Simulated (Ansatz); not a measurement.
# BCl2F: the cost of one run

Program: Ansatz 0.2.0. Level of theory: RHF/def2-SVP. These are calculated values, not measurements.

## 1. The starting structure

Bond lengths: B1–Cl2 1.860 Å, B1–F3 1.320 Å, B1–Cl4 1.860 Å. Angles: Cl2–B1–F3 120.0°, Cl2–B1–Cl4 120.0°, F3–B1–Cl4 120.0°.

As a file:

```xyz
4

B     0.0000    0.0000    0.0000
Cl    0.0000    0.0000    1.8600
F     1.1431    0.0000   -0.6600
Cl   -1.6108    0.0000   -0.9300
```

## 2. Relaxing the start

File input.yaml:

```yaml
crystal:
  periodic: [false, false, false]
  atoms:
    - { symbol: B, position_ang: [0.0, 0.0, 0.0] }
    - { symbol: Cl, position_ang: [0.0, 0.0, 1.86] }
    - { symbol: F, position_ang: [1.1431, 0.0, -0.66] }
    - { symbol: Cl, position_ang: [-1.6108, 0.0, -0.93] }
basis:
  gaussian: { orbitals: def2-SVP }
hamiltonian:
  xc: hf
relax:
  f_tol: 0.02
  max_steps: 40
```

Started as:

```
ansatz run input.yaml --threads 1 --pin off --max-ram 2048MiB --backend cpu --events-out ev --progress --plain --runs-dir out
```

**Question.** How long does this run take on 1 thread of Arm Neoverse V1, shared host, and how much memory does it need?

About 5 s, with a peak of 0.11 GiB.
